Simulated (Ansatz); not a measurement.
# Zn3SO2: the band gap up the ladder of functionals

The task here is to estimate one member of a computed series from the others.

Code: Ansatz 0.2.0. PAW datasets, plane waves. No spin polarisation. The prototype was imposed, so other structures may be more stable.

### The system as given

The cell was relaxed beforehand with r2SCAN.

The symmetry is I-4m2 (No. 119, tetragonal); a = 3.489 Å, c = 13.793 Å in the conventional setting, 13.99 Å³ an atom. Near O stand 4 Zn at 2.00–2.02 Å; near Zn stand 4 O at 2.00 Å; near Zn stand 2 O at 2.02 Å and 2 S at 2.28 Å; near S stand 4 Zn at 2.28 Å.

As a file:

```cif
data_structure
_symmetry_space_group_name_H-M 'I-4m2'
_symmetry_Int_Tables_number 119
_cell_length_a 3.4891
_cell_length_b 3.4891
_cell_length_c 13.7934
_cell_angle_alpha 90.000
_cell_angle_beta 90.000
_cell_angle_gamma 90.000
_cell_volume 167.92
loop_
_atom_site_label
_atom_site_type_symbol
_atom_site_symmetry_multiplicity
_atom_site_Wyckoff_symbol
_atom_site_fract_x
_atom_site_fract_y
_atom_site_fract_z
_atom_site_occupancy
O1 O 4 e 0.00000 0.00000 0.17980 1
Zn1 Zn 2 c 0.00000 0.50000 0.25000 1
Zn2 Zn 4 f 0.50000 0.00000 0.39388 1
S1 S 2 b 0.50000 0.50000 0.00000 1
```

The first run:

input.yaml

```yaml
crystal:
  lattice:
    - [-1.7445620759, 1.7445620759, 6.8967029443]
    - [1.7445620759, -1.7445620759, 6.8967029443]
    - [1.7445620759, 1.7445620759, -6.8967029443]
  atoms:
    - { symbol: O, position: [0.1798035828, 0.1798035828, 0.0] }
    - { symbol: Zn, position: [0.75, 0.25, 0.5] }
    - { symbol: O, position: [0.8201964172, 0.8201964172, 0.0] }
    - { symbol: Zn, position: [0.3938800509, 0.8938800509, 0.5] }
    - { symbol: S, position: [0.5, 0.5, 0.0] }
    - { symbol: Zn, position: [0.1061199491, 0.6061199491, 0.5] }
kpoints:
  mp_grid: { grid: [10, 10, 10] }
  band_path:
    path:
      - [[0.0, 0.0, 0.0], [-2.178965214066e-18, 2.178965214066e-18, 0.5], [0.25, 0.25, 0.25], [1.844624733616e-17, 0.5, -1.844624733616e-17], [0.0, 0.0, 0.0], [0.5, 0.5, -0.5], [0.265996678725, 0.734003321275, -0.265996678725]]
      - [[-0.265996678725, 0.265996678725, 0.265996678725], [0.0, 0.0, 0.0]]
      - [[-2.178965214066e-18, 2.178965214066e-18, 0.5], [-0.03199335744992, 0.03199335744992, 0.5]]
      - [[0.5, 0.5, -0.03199335744992], [0.5, 0.5, -0.5]]
    npoints: 10
hamiltonian:
  xc: pbe
scf:
  occupations: { method: fermi_dirac, width: 0.02 }
  n_extra_bands: 5
output:
  forces: true
  stress: true
  eigenvalues: true
  write_density: true
  write_potential: true
  elf: true
  volumetric_format: npy
```

Command:

```console
$ ansatz run input.yaml --threads 4 --pin off --max-ram 5529MiB --backend cpu --events-out ev --progress --plain --runs-dir out
```

Steps of the session up to this table: PBE band path; r2SCAN at the same geometry; Single point with HSE06; PBE0 at the same geometry.

One of the session's tables, all rows but one given; the rest of the session is left out.

```
 level  gap (eV)
   PBE      0.56
r2SCAN      0.98
 HSE06         ?
  PBE0      2.42
```

**Question.** Estimate the row for HSE06.

The run gave: gap (eV): 1.75. In the column «gap (eV)» it lies between r2SCAN (0.98) and PBE0 (2.42).

Meshes: PBE 10×10×10, r2SCAN 10×10×10, HSE06 6×6×6, PBE0 6×6×6

In words: The gap runs from 0.56 eV (PBE) to 2.42 eV (PBE0). Against HSE06, PBE is short by 1.19 eV, at 32 % of it, and r2SCAN 56 %. PBE0 lies 0.68 eV above HSE06, which differs from it by screening the long-range exchange.

Limits of these values: Warnings in the runs' records: stress scf threshold loose, stress exchange threshold loose.
